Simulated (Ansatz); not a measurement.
**BF3 (boron trifluoride): levels of theory compared**

We compute a comparison of 6 runs (B3LYP/STO-3G, PBE/STO-3G, r2SCAN/STO-3G, RPA@PBE/STO-3G, UMP2/STO-3G, CCSD/STO-3G) of BF3 (boron trifluoride). 

The calculation is run with Ansatz 0.2.0.

43 further runs of the same task are left out: 4 that didn't finish, 39 set aside as unsound or not needed.

## (1) The structure to begin with

The species is BF3 (4 atoms), meant as a singlet with charge 0. SMILES: `FB(F)F`. The B2–F1 distance was set to 1.967 Å, away from the relaxed value.

Bond lengths: B2–F3 1.311 Å, B2–F4 1.311 Å. Angles: F3–B2–F4 120.0°. A long bond or contact: F1–B2 1.967 Å.

## (2) The energy at B3LYP/STO-3G (run 1)

The input, input.yaml:

```yaml
basis:
  gaussian:
    orbitals: STO-3G
crystal:
  periodic: [false, false, false]
  atoms:
    - {symbol: F, position_ang: [0.815789, 0.316108, 1.761403]}
    - {symbol: B, position_ang: [0.000020, -0.000000, 0.000010]}
    - {symbol: F, position_ang: [-0.265170, -1.223510, -0.389620]}
    - {symbol: F, position_ang: [-0.278730, 1.012770, -0.784660]}
hamiltonian:
  xc: {name: B3LYP}
accuracy: high
```

Launch:

```console
ansatz run input.yaml --threads 1 --pin off --max-ram 3480MiB --events-out events.jsonl --progress --plain --runs-dir runs
```

The log of the run:

```text
Warning: RAYON_NUM_THREADS=1 ignored (pool sized by the plan → 1); use --threads N
Functional definition: B3LYP
  name "B3LYP"
  parameter a0 = 0.2
  parameter ax = 0.72
  parameter ac = 0.81
  exchange = (1 - a0 - ax)*slater_x + ax*b88_x + a0*exact_x
  correlation = (1 - ac)*vwn_rpa_c + ac*lyp_c
356 factors; integrals over basis functions are off by at most 3.2e-8 eV
mean field evaluation 1: about -8696.7696 eV, gradient 2.5e1 eV
mean field evaluation 2: about -8608.0854 eV, gradient 1.3e2 eV
mean field evaluation 4: about -8700.3141 eV, gradient 2.1e0 eV
mean field evaluation 8: about -8700.2876 eV, gradient 8.7e-2 eV
mean field evaluation 16: about -8700.2877 eV, gradient 8.5e-6 eV
mean field -8700.28767683 eV, -319.7296748569 hartree, gradient 2.8e-8 eV, S^2 0.000000; 0 other end points of the search recorded, 0 dependent functions left out
reference -8700.28769552 eV, -319.7296755435 hartree; 16, 16 occupied and 4, 4 virtual orbitals, 356 factors
Total energy: -8700.28769552 eV, -319.7296755435 hartree
```

Run time: 1.6 s. Hardware: 1 thread of Arm Neoverse V1, shared host; peak memory 0.091 GiB.

## (3) A single-point energy at PBE/STO-3G (run 2)

The input, run.yaml:

```yaml
crystal:
  periodic: [false, false, false]
  atoms:
    - symbol: F
      position_ang: [0.815789, 0.316108, 1.761403]
    - symbol: B
      position_ang: [0.000020, -0.000000, 0.000010]
    - symbol: F
      position_ang: [-0.265170, -1.223510, -0.389620]
    - symbol: F
      position_ang: [-0.278730, 1.012770, -0.784660]
basis:
  gaussian:
    orbitals: STO-3G
magnetization:
  spin_polarized: false
  initial_magnetization: 0
hamiltonian:
  xc: pbe
accuracy: high
```

Launch:

```console
ansatz run run.yaml --threads 1 --pin off --max-ram 3480MiB --events-out events.jsonl --progress --plain --runs-dir runs
```

The log of the run:

```text
Warning: RAYON_NUM_THREADS=1 ignored (pool sized by the plan → 1); use --threads N
Functional definition: PBE
  name "PBE"
  parameter kappa = 0.804
  parameter beta = 0.06672455060314922
  exchange = pbe_x(kappa = kappa, mu = beta*pi^2/3)
  correlation = pbe_c(beta = beta)
356 factors; integrals over basis functions are off by at most 3.2e-8 eV
mean field evaluation 1: about -8690.0066 eV, gradient 2.1e1 eV
mean field evaluation 2: about -8583.3636 eV, gradient 1.3e2 eV
mean field evaluation 4: about -8692.3028 eV, gradient 5.5e0 eV
mean field evaluation 8: about -8692.3225 eV, gradient 2.0e-1 eV
mean field evaluation 16: about -8692.3227 eV, gradient 2.7e-7 eV
mean field -8692.32272373 eV, -319.4369682291 hartree, gradient 1.5e-8 eV, S^2 0.000000; 0 other end points of the search recorded, 0 dependent functions left out
reference -8692.32272490 eV, -319.4369682723 hartree; 16, 16 occupied and 4, 4 virtual orbitals, 356 factors
Total energy: -8692.32272490 eV, -319.4369682723 hartree
```

Run time: 1 s. Hardware: 1 thread of Arm Neoverse V1, shared host; peak memory 0.091 GiB.

Runs 3 to 5 aren't shown in full; the table further down has their settings and results.

## (4) A single-point energy at CCSD/STO-3G (run 6)

The input, job.yaml:

```yaml
crystal:
  periodic: [false, false, false]
  atoms:
    - symbol: F
      position_ang: [0.815789, 0.316108, 1.761403]
    - symbol: B
      position_ang: [0.000020, -0.000000, 0.000010]
    - symbol: F
      position_ang: [-0.265170, -1.223510, -0.389620]
    - symbol: F
      position_ang: [-0.278730, 1.012770, -0.784660]
basis:
  gaussian:
    orbitals: STO-3G
correlation:
  method: ccsd
  frozen_orbitals: {B: 1, F: 1}
accuracy: high
scf:
  omitted_lower_state_checks: [cluster_reference, increment]
```

Launch:

```console
ansatz run job.yaml --threads 1 --pin off --max-ram 3480MiB --events-out events.jsonl --progress --plain --runs-dir runs
```

The log of the run (excerpt; [...] marks lines left out):

```text
Warning: RAYON_NUM_THREADS=1 ignored (pool sized by the plan → 1); use --threads N
Functional definition: HF
  name "HF"
[...]
356 factors; integrals over basis functions are off by at most 3.2e-8 eV
[...]
mean field -8666.24435865 eV, -318.4786059891 hartree, gradient 3.0e-8 eV, S^2 0.000000; 0 other end points of the search recorded, 0 dependent functions left out; unrestricted orbitals would lower it
4 core orbitals not correlated: weight in the atoms' cores, before any rotation towards them, 1.000 or more for the frozen orbitals, at most 0.000 for the correlated occupied ones
reference -8666.24435865 eV, -318.4786059891 hartree; 12, 12 occupied and 4, 4 virtual orbitals, 356 factors
second order -3.31455606 eV of doubles, -0.00000000 eV of singles
cycle   1  -3.68448149 eV  change   -3.7e-1 eV  update   1.2e-1
[...]
cycle  26  -4.21838147 eV  change    2.1e-9 eV  update  3.8e-10
Total energy: -8670.46274013 eV, -318.6336286489 hartree
Checks for a lower state left out: cluster_reference, increment
```

Wall time 0.2 s (1 thread of Arm Neoverse V1, shared host).

## (5) Overview of the runs

| run | level | frozen core orbitals | energy (Eh) | wall time |
| --- | --- | --- | --- | --- |
| 1 | B3LYP/STO-3G | – | -319.729676 | 1.6 s |
| 2 | PBE/STO-3G | – | -319.436968 | 1 s |
| 3 | r2SCAN/STO-3G | – | -319.668430 | 2.4 s |
| 4 | RPA@PBE/STO-3G | 4 | -318.712554 | 1.5 s |
| 5 | UMP2/STO-3G | 4 | -318.584318 | 0.32 s |
| 6 | CCSD/STO-3G | 4 | -318.633629 | 0.2 s |

## (6) Outcome

| quantity | value |
| --- | --- |
| run 6: total energy | -318.63363 Eh |
| run 6: correlation energy (4 core orbitals frozen) | -155.0 mEh |
| run 6: T1 diagnostic | 0.018 |

What this shows: Totals of different functionals can't be ranked against each other. In run 6 the log says that unrestricted orbitals would lower the reference, so the values rest on an unstable closed-shell determinant (other closed-shell runs at this shape may share the fault). In runs 1, 2, 3, 4, 5, 6 the basis is minimal, so the values are rough. Spin contamination of the reference: run 5 ⟨S²⟩ = 0.54. All runs together took 7 s, the longest 2.4 s.
